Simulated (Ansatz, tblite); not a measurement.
**The cluster Si₃Se₄+: spin states and exact exchange**

Aim: set other spin states of the cluster Si₃Se₄+ against its doublet, on many levels of theory.

Method: as each input shows; program: Ansatz 0.2.0, Gaussian basis.

Plan: quartet, relaxed (GFN1-xTB, GFN2-xTB, PBE0-D4/def2-TZVP, PBE-D4/def2-TZVP, r2SCAN-D4/def2-TZVP, HF/STO-3G, MP2/def2-SVP); the doublet's energies come from earlier runs.

6 further runs of the same task are left out: 4 that didn't finish, 2 set aside as unsound or not needed. Runs told in other sessions of the task aren't counted.

### Step 1. The geometry

The doublet was relaxed beforehand with PBE-D4/def2-SVP. At that level it is the lowest of the isomers that a small search found.

7 atoms, charge 1, spin multiplicity 2.

Atoms are counted from 1 here; the program's logs count them from 0.

Bond lengths: Si1–Se4 2.560 Å, Si1–Se6 2.288 Å, Si2–Se4 2.404 Å, Si2–Se5 2.259 Å, Si2–Se7 2.081 Å, Si3–Se4 2.408 Å, Si3–Se5 2.341 Å, Si3–Se6 2.334 Å. Angles: Se4–Si1–Se6 96.7°, Se4–Si2–Se5 100.5°, Se4–Si2–Se7 124.4°, Se5–Si2–Se7 135.1°, Se4–Si3–Se5 98.1°, Se4–Si3–Se6 99.8°, Se5–Si3–Se6 111.8°, Si1–Se4–Si2 106.6°, Si1–Se4–Si3 78.0°, Si2–Se4–Si3 78.5°, Si2–Se5–Si3 82.9°, Si1–Se6–Si3 85.2°.

The ion is computed in the gas phase, without counter-ions or solvent.

### Step 2. Relaxing the quartet

File in.yaml:

```yaml
crystal:
  periodic: [false, false, false]
  atoms:
    - {symbol: Si, position_ang: [0.588449, 2.466280, 0.451691]}
    - {symbol: Si, position_ang: [0.335669, -1.175206, -1.135408]}
    - {symbol: Si, position_ang: [-0.616414, -0.188650, 1.584506]}
    - {symbol: Se, position_ang: [1.529370, 0.086700, 0.526212]}
    - {symbol: Se, position_ang: [-1.666809, -1.406883, -0.115706]}
    - {symbol: Se, position_ang: [-1.326659, 2.034763, 1.626085]}
    - {symbol: Se, position_ang: [1.156395, -1.816994, -2.937370]}
basis:
  gaussian: {orbitals: def2-SVP}
total_charge: 1
magnetization: {spin_polarized: true, initial_magnetization: 3}
hamiltonian: {xc: pbe, dispersion: d4}
scf: {lower_state_search: "off"}
output: {orbitals: {seedname: orbitals}}
relax: {f_tol: 0.03, max_steps: 70}
```

Command:

```bash
$ ansatz run in.yaml --threads 4 --pin off --events-out ev --progress --plain --max-ram 6963MiB
```

Output (excerpt; [...] marks lines left out):

```text
Functional definition: PBE
  name "PBE"
  cite "Perdew, Burke & Ernzerhof, Phys. Rev. Lett. 77, 3865 (1996) doi:10.1103/PhysRevLett.77.3865"
  parent pbe
[...]
1972 factors; their error is unknown
[...]
mean field -284935.69871798 eV, -10471.1937915324 hartree, gradient 1.7e-6 eV, S^2 3.758273; 0 other end points of the search recorded, 0 dependent functions left out
[...]
reference -284935.69875515 eV, -10471.1937928985 hartree; 90, 87 occupied and 92, 95 virtual orbitals, 1972 factors
relax step   1: F+E_penalty+E_count = -284936.36157432 eV  Δ(F+E_penalty+E_count) = +0.000e0 eV  max|allowed force component| = 1.349e0 eV/Å  Δτ_max = 0.0000 Å  (53 SCF iters, accepted)
[...]
relax step   7: F+E_penalty+E_count = -284937.06712757 eV  Δ(F+E_penalty+E_count) = -8.181e-2 eV  max|allowed force component| = 2.205e-1 eV/Å  Δτ_max = 0.2000 Å  (32 SCF iters, accepted)
[...]
relax step  13: F+E_penalty+E_count = -284937.64944718 eV  Δ(F+E_penalty+E_count) = -1.569e-1 eV  max|allowed force component| = 3.593e-1 eV/Å  Δτ_max = 0.1956 Å  (30 SCF iters, accepted)
[...]
relax step  19: F+E_penalty+E_count = -284937.91580633 eV  Δ(F+E_penalty+E_count) = -2.069e-2 eV  max|allowed force component| = 2.297e-1 eV/Å  Δτ_max = 0.1182 Å  (41 SCF iters, accepted)
[...]
relax step  23: F+E_penalty+E_count = -284938.15988138 eV  Δ(F+E_penalty+E_count) = -4.682e-3 eV  max|allowed force component| = 3.580e-2 eV/Å  Δτ_max = 0.0288 Å  (24 SCF iters, accepted)
[...]
relax step  24: F+E_penalty+E_count = -284938.16038079 eV  Δ(F+E_penalty+E_count) = -4.994e-4 eV  max|allowed force component| = 9.174e-3 eV/Å  Δτ_max = 0.0111 Å  (24 SCF iters, accepted)
Total energy: -284938.16041551 eV, -10471.2842572482 hartree
Atom 0 at     0.788290     1.524200    -0.429189 Å, force    -0.000232    -0.001656     0.001403 eV/Å
Atom 1 at     0.580323    -1.486626    -0.762532 Å, force    -0.001067     0.000133     0.001444 eV/Å
Atom 2 at    -0.787249    -0.120543     1.579680 Å, force     0.003155     0.000933    -0.003399 eV/Å
Atom 3 at     1.600814    -0.228938     1.067890 Å, force    -0.009174     0.002195    -0.004045 eV/Å
Atom 4 at    -1.496841    -1.905559     0.237867 Å, force     0.004142     0.004162     0.000119 eV/Å
Atom 5 at    -1.227576     1.993275     0.669212 Å, force     0.003283    -0.005303     0.000484 eV/Å
Atom 6 at     0.542241     0.224200    -2.362917 Å, force    -0.000107    -0.000463     0.003993 eV/Å
Dipole moment:     0.181324    -0.025839     0.121168 e Å
Checks for a lower state left out: stability, starts, cluster_reference, orbital_swaps, neighbouring_geometries, increment
```

Run time: 42 s. Hardware: 4 threads of AMD EPYC 9B45, shared host.

The steps of the relaxation: (the energy doesn't fall at every step)

```csv
step,energy from step 1 (eV),largest force component (eV/Å)
1,0.0000,1.3494
2,-0.1926,0.2883
3,-0.2788,0.3313
4,-0.3819,0.6427
5,-0.5113,0.6115
6,-0.6237,0.6623
7,-0.7056,0.2205
8,-0.7623,0.1366
9,-0.8213,0.1537
10,-0.8978,0.1665
11,-0.9983,0.2433
12,-1.1310,0.3173
13,-1.2879,0.3593
14,-1.4359,0.3071
15,-1.5155,0.1209
16,-1.4816,0.3864
17,-1.5298,0.0546
18,-1.5335,0.0622
19,-1.5542,0.2297
20,-1.6606,0.5300
21,-1.7439,0.4217
22,-1.7936,0.1657
23,-1.7983,0.0358
24,-1.7988,0.0092
```

Close pairs (by a distance rule), those that changed most:

```
   bond  before (Å)  after (Å)  change (Å)
Si1–Se7       5.491      2.343      -3.148
Si2–Se7       2.081      2.343      +0.262
Si1–Se4       2.560      2.444      -0.116
Si2–Se5       2.259      2.343      +0.084
Si1–Se6       2.288      2.343      +0.056
Si2–Se4       2.404      2.444      +0.040
Si3–Se4       2.408      2.445      +0.036
Si3–Se6       2.334      2.343      +0.009
```

### Step 3. Quartet, GFN1-xTB

Tight binding, by tblite at 300 K electronic temperature and without a spin-polarisation term:

```python
tblite.interface.Calculator('GFN1-xTB', numbers, positions, charge=1, uhf=3).singlepoint()
```

Energy -505.8111 eV; 0.008 s.

### Step 4. Quartet, GFN2-xTB

Tight binding, by tblite at 300 K electronic temperature and without a spin-polarisation term:

```python
tblite.interface.Calculator('GFN2-xTB', numbers, positions, charge=1, uhf=3).singlepoint()
```

Energy -477.0691 eV; 0.011 s.

### Step 5. Quartet, PBE0-D4/def2-TZVP

start.molden holds the orbitals of an earlier run on this state, given as this run's starting guess.

File in.yaml:

```yaml
crystal:
  periodic: [false, false, false]
  atoms:
    - {symbol: Si, position_ang: [0.788290, 1.524200, -0.429189]}
    - {symbol: Si, position_ang: [0.580323, -1.486626, -0.762532]}
    - {symbol: Si, position_ang: [-0.787249, -0.120543, 1.579680]}
    - {symbol: Se, position_ang: [1.600814, -0.228938, 1.067890]}
    - {symbol: Se, position_ang: [-1.496841, -1.905559, 0.237867]}
    - {symbol: Se, position_ang: [-1.227576, 1.993275, 0.669212]}
    - {symbol: Se, position_ang: [0.542241, 0.224200, -2.362917]}
basis:
  gaussian: {orbitals: def2-TZVP, initial_orbitals: start.molden}
total_charge: 1
magnetization: {spin_polarized: true, initial_magnetization: 3}
hamiltonian: {xc: pbe0, dispersion: d4}
scf: {omitted_lower_state_checks: [starts]}
output: {orbitals: {seedname: orbitals}}
```

Same command.

Output (excerpt; [...] marks lines left out):

```text
Functional definition: PBE0
  name "PBE0"
  cite "Adamo & Barone, J. Chem. Phys. 110, 6158 (1999) doi:10.1063/1.478522"
  cite "Perdew, Burke & Ernzerhof, Phys. Rev. Lett. 77, 3865 (1996) doi:10.1103/PhysRevLett.77.3865"
  parent pbe
[...]
2000 factors; integrals over basis functions are off by at most 1.0e-3 eV
[...]
mean field -284987.83374277 eV, -10473.1097183550 hartree, gradient 2.1e-5 eV, S^2 3.769435; 0 other end points of the search recorded, 0 dependent functions left out
reference -284987.83377445 eV, -10473.1097195194 hartree; 90, 87 occupied and 213, 216 virtual orbitals, 2000 factors
Total energy: -284988.50029246 eV, -10473.1342136044 hartree
Checks for a lower state left out: starts
```

It took 13 s on 4 threads of AMD EPYC 9B45, shared host; peak memory 1.9 GiB.

From the report: HOMO -10.73 eV, LUMO -9.27 eV (over both spins); ⟨S²⟩ 3.769 (pure: 3.75).

### Step 6. Quartet, PBE-D4/def2-TZVP

Edit in.yaml of step 5 so:

```diff
@@ -14,3 +14,3 @@
 magnetization: {spin_polarized: true, initial_magnetization: 3}
-hamiltonian: {xc: pbe0, dispersion: d4}
+hamiltonian: {xc: pbe, dispersion: d4}
 scf: {omitted_lower_state_checks: [starts]}
```

The command is unchanged.

Output:

```text
Functional definition: PBE
  name "PBE"
  cite "Perdew, Burke & Ernzerhof, Phys. Rev. Lett. 77, 3865 (1996) doi:10.1103/PhysRevLett.77.3865"
  parent pbe
  parameter kappa = 0.804
  parameter beta = 0.06672455060314922
  exchange = pbe_x(kappa = kappa, mu = beta*pi^2/3)
  correlation = pbe_c(beta = beta)
these checks for a lower state are left out or cut short: starts
2304 factors; their error is unknown
mean field evaluation 1: about -284977.7050 eV, gradient 1.3e1 eV
mean field evaluation 2: about -284977.9596 eV, gradient 4.2e-1 eV
mean field evaluation 4: about -284977.8450 eV, gradient 1.2e-1 eV
mean field evaluation 8: about -284977.8451 eV, gradient 1.2e-5 eV
mean field -284977.84507794 eV, -10472.7426416933 hartree, gradient 1.2e-5 eV, S^2 3.759881; 0 other end points of the search recorded, 0 dependent functions left out
reference -284977.84511991 eV, -10472.7426432354 hartree; 90, 87 occupied and 213, 216 virtual orbitals, 2304 factors
Total energy: -284978.61300507 eV, -10472.7708624947 hartree
Checks for a lower state left out: starts
```

Run time: 4.4 s. Hardware: 4 threads of AMD EPYC 9B45, shared host; peak memory 0.84 GiB.

From the report: HOMO -9.71 eV, LUMO -9.90 eV (over both spins; with the spin held, an empty level of the minority spin lies below the top filled one); ⟨S²⟩ 3.760 (pure: 3.75).

### Step 7. Quartet, r2SCAN-D4/def2-TZVP

Edit in.yaml of step 6 so:

```diff
@@ -14,3 +14,3 @@
 magnetization: {spin_polarized: true, initial_magnetization: 3}
-hamiltonian: {xc: pbe, dispersion: d4}
+hamiltonian: {xc: r2scan, dispersion: d4}
 scf: {omitted_lower_state_checks: [starts]}
```

Launched as before.

Output:

```text
Functional definition: r2SCAN
  name "r2SCAN"
  cite "Furness, Kaplan, Ning, Perdew & Sun, J. Phys. Chem. Lett. 11, 8208 (2020) doi:10.1021/acs.jpclett.0c02405"
  cite "Furness, Kaplan, Ning, Perdew & Sun, J. Phys. Chem. Lett. 11, 9248 (2020) doi:10.1021/acs.jpclett.0c03077"
  parent r2scan
  parameter k0 = 0.174
  parameter k1 = 0.065
  parameter a1 = 4.9479
  exchange = r2scan_x(k0 = k0, k1 = k1, a1 = a1)
  correlation = r2scan_c
these checks for a lower state are left out or cut short: starts
2304 factors; their error is unknown
mean field evaluation 1: about -285025.3617 eV, gradient 9.8e0 eV
mean field evaluation 2: about -285025.4655 eV, gradient 1.7e-1 eV
mean field evaluation 4: about -285025.3371 eV, gradient 1.0e-3 eV
mean field -285025.33705438 eV, -10474.4879396359 hartree, gradient 1.3e-5 eV, S^2 3.772418; 0 other end points of the search recorded, 0 dependent functions left out
reference -285025.33707031 eV, -10474.4879402217 hartree; 90, 87 occupied and 213, 216 virtual orbitals, 2304 factors
Total energy: -285025.49157500 eV, -10474.4936181642 hartree
Checks for a lower state left out: starts
```

Run time: 9 s. Hardware: 4 threads of AMD EPYC 9B45, shared host; peak memory 0.95 GiB.

Report: HOMO -10.07 eV, LUMO -9.73 eV (over both spins); ⟨S²⟩ 3.772 (pure: 3.75).

### Step 8. Quartet, HF/STO-3G

Edit in.yaml of step 7 so:

```diff
@@ -11,6 +11,6 @@
 basis:
-  gaussian: {orbitals: def2-TZVP, initial_orbitals: start.molden}
+  gaussian: {orbitals: STO-3G}
 total_charge: 1
 magnetization: {spin_polarized: true, initial_magnetization: 3}
-hamiltonian: {xc: r2scan, dispersion: d4}
+hamiltonian: {xc: hf}
 scf: {omitted_lower_state_checks: [starts]}
```

Launched as before.

Output:

```text
Functional definition: HF
  name "HF"
  cite "Fock, Z. Phys. 61, 126 (1930) doi:10.1007/BF01340294"
  parent pbe
  exchange = exact_x
  correlation = 0
these checks for a lower state are left out or cut short: starts
1029 factors; integrals over basis functions are off by at most 2.5e-5 eV
mean field evaluation 1: about -281658.4146 eV, gradient 2.5e1 eV
mean field evaluation 2: about -281658.4737 eV, gradient 2.5e1 eV
mean field evaluation 4: about -281666.2622 eV, gradient 2.7e0 eV
mean field evaluation 8: about -281666.6082 eV, gradient 1.5e-1 eV
mean field -281666.60934675 eV, -10351.0569730080 hartree, gradient 1.6e-5 eV, S^2 3.778684; 0 other end points of the search recorded, 0 dependent functions left out
reference -281666.60934675 eV, -10351.0569730080 hartree; 90, 87 occupied and 9, 12 virtual orbitals, 1029 factors
Total energy: -281666.60934675 eV, -10351.0569730080 hartree
Checks for a lower state left out: starts
```

It took 1.1 s on 4 threads of AMD EPYC 9B45, shared host.

Report: HOMO -11.07 eV, LUMO -3.18 eV (over both spins); ⟨S²⟩ 3.779 (pure: 3.75).

### Step 9. Quartet, MP2/def2-SVP

Edit in.yaml of step 8 so:

```diff
@@ -11,6 +11,6 @@
 basis:
-  gaussian: {orbitals: STO-3G}
+  gaussian: {orbitals: def2-SVP, initial_orbitals: start.molden}
 total_charge: 1
 magnetization: {spin_polarized: true, initial_magnetization: 3}
-hamiltonian: {xc: hf}
+correlation: {method: mp2}
 scf: {omitted_lower_state_checks: [starts]}
```

Launched as before.

Output:

```text
Functional definition: HF
  name "HF"
  cite "Fock, Z. Phys. 61, 126 (1930) doi:10.1007/BF01340294"
  parent pbe
  exchange = exact_x
  correlation = 0
these checks for a lower state are left out or cut short: starts
1726 factors; integrals over basis functions are off by at most 8.6e-4 eV
mean field evaluation 1: about -284753.7255 eV, gradient 2.0e1 eV
mean field evaluation 2: about -284755.4114 eV, gradient 1.6e0 eV
mean field evaluation 4: about -284755.5832 eV, gradient 4.7e-1 eV
mean field evaluation 8: about -284755.5848 eV, gradient 3.0e-5 eV
mean field -284755.58478566 eV, -10464.5747266053 hartree, gradient 1.8e-6 eV, S^2 3.795858; 0 other end points of the search recorded, 0 dependent functions left out
51 core orbitals not correlated: weight in the atoms' cores, before any rotation towards them, 1.000 or more for the frozen orbitals, at most 0.000 for the correlated occupied ones
reference -284755.58478566 eV, -10464.5747266053 hartree; 39, 36 occupied and 92, 95 virtual orbitals, 1726 factors
second order -31.06556842 eV of doubles, -0.00000000 eV of singles
Total energy: -284786.65035409 eV, -10465.7163651879 hartree
Checks for a lower state left out: starts
```

It took 4.3 s on 4 threads of AMD EPYC 9B45, shared host; peak memory 1 GiB.

Hartree-Fock HOMO -13.26 eV, LUMO -6.01 eV (over both spins); ⟨S²⟩ 3.796 (pure: 3.75).

### Step 10. Quartet less doublet

The doublet's energies are those of its earlier runs, whose logs aren't repeated here.

```
              level  quartet less doublet (eV)     time
           GFN1-xTB                     +1.439  0.018 s
           GFN2-xTB                     +1.036  0.026 s
         HF/STO-3G†                     -0.574    3.6 s
        HF/def2-SVP                     +0.016         
   PBE-D4/def2-TZVP                     +0.174    8.8 s
r2SCAN-D4/def2-TZVP                     +0.122     20 s
  PBE0-D4/def2-TZVP                     +0.060     26 s
       MP2/def2-SVP                     +0.514     14 s
```

Times add the two runs; a level without a time comes out of a correlated run. † marks a level with a doubtful state (flagged, unstable, out of aufbau order, or strongly spin-contaminated); such levels are left out of the summary. Tight binding without a spin term can't rank spin states.

### Step 11. Outcome

| quantity | value |
| --- | --- |
| quartet less doublet, functionals in def2-TZVP | +0.060 (PBE0-D4) to +0.174 eV (PBE-D4) |

In words: All functionals put the quartet above the doublet, over a spread of 0.115 eV. The checks for a lower quartet were left out, so another state of that spin may lie lower. The quartet relaxed to other bonds than the doublet, so that splitting holds a change of structure too. These are electronic energies, without zero-point motion, entropy or surroundings.
